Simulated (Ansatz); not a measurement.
NaLaMnMoO6:

```
Na La Mn Mo O
1.0
     5.10934   -0.00669    0.01056
    -0.23945    5.68925    0.00703
    -0.92899   -2.82542    5.11884
Na La Mn Mo O
1 1 1 1 6
Direct
  0.40776 0.38086 0.07519
  0.03690 0.66325 0.68598
  0.44271 0.04268 0.40638
  0.90251 0.96387 0.30442
  0.73627 0.69569 0.99417
  0.72288 0.91846 0.55299
  0.70112 0.27368 0.37292
  0.19224 0.75325 0.36660
  0.17926 0.03365 0.11672
  0.20034 0.27462 0.63197
```

The cell was built by a generator and needn't be a form met in nature.

| Property | Result |
| --- | --- |
| Program | Ansatz 0.2.0 |
| Task | relaxation of cell and atoms |
| Functional | PBE |
| Dispersion | D3(BJ) |
| Potentials or basis | Ansatz PAW |
| Cutoff | 420 eV (not typed: the program's choice for these potentials) |
| k mesh | 4 × 4 × 4 |
| Occupations | fermi-dirac, width 0.05 eV |
| Spin | collinear spin, ferromagnetic start |
| Starting moments | [0.0, 0.0, 4.0, 1.0, 0.0, 0.0, 0.0, 0.0, 0.0, 0.0] μB |

At the start: volume 14.90 Å³/atom.

Q: How do energy, volume and symmetry change on relaxing?

A: It ends after 15 steps and the volume is 14.26 Å³/atom (-4.3 %); space group P1 (No. 1, to 0.05 Å); moment 3.00 μB per cell.

Step by step:
| step | energy change (eV) | largest force (eV/Å) | volume (Å³) |
| --- | --- | --- | --- |
| 1 | 0.0000 | 0.0122 | 148.95 |
| 2 | -0.0287 | 0.3018 | 144.48 |
| 3 | -0.0394 | 0.1145 | 145.07 |
| 4 | -0.0459 | 0.0676 | 144.57 |
| 5 | -0.0518 | 0.0955 | 143.48 |
| 6 | -0.0538 | 0.0399 | 143.14 |
| 7 | -0.0541 | 0.0454 | 143.08 |
| 8 | -0.0543 | 0.0134 | 143.11 |
| 9 | -0.0543 | 0.0147 | 143.15 |
| 10 | -0.0543 | 0.0069 | 143.14 |
| 11 | -0.0400 | 0.0069 | 143.14 |
| 12 | -0.0421 | 0.0158 | 142.58 |
| 13 | -0.0422 | 0.0133 | 142.56 |
| 14 | -0.0422 | 0.0045 | 142.56 |
| 15 | -0.0404 | 0.0045 | 142.56 |

Final structure:
```
CELL_PARAMETERS angstrom
5.03896 -0.01510 -0.00902
-0.24569 5.59530 0.01941
-0.93094 -2.76660 5.04919
ATOMIC_POSITIONS crystal
Na 0.42125 0.38498 0.07829
La 0.05552 0.66579 0.69047
Mn 0.44090 0.04462 0.41001
Mo 0.89473 0.96071 0.29924
O 0.72281 0.69655 0.98155
O 0.72028 0.91036 0.55288
O 0.70287 0.28115 0.37906
O 0.18671 0.74079 0.34971
O 0.17522 0.04849 0.12312
O 0.20169 0.26657 0.64302
```

Caveat: the plane-wave basis is chosen anew once the cell has moved, so the energies of steps on either side of that aren't comparable; the pressure holds a Pulay correction of +0.5 GPa for the finite cutoff; a cell with one magnetic atom can't hold antiferromagnetic order, which such compounds often take; the starting moments weren't kept.
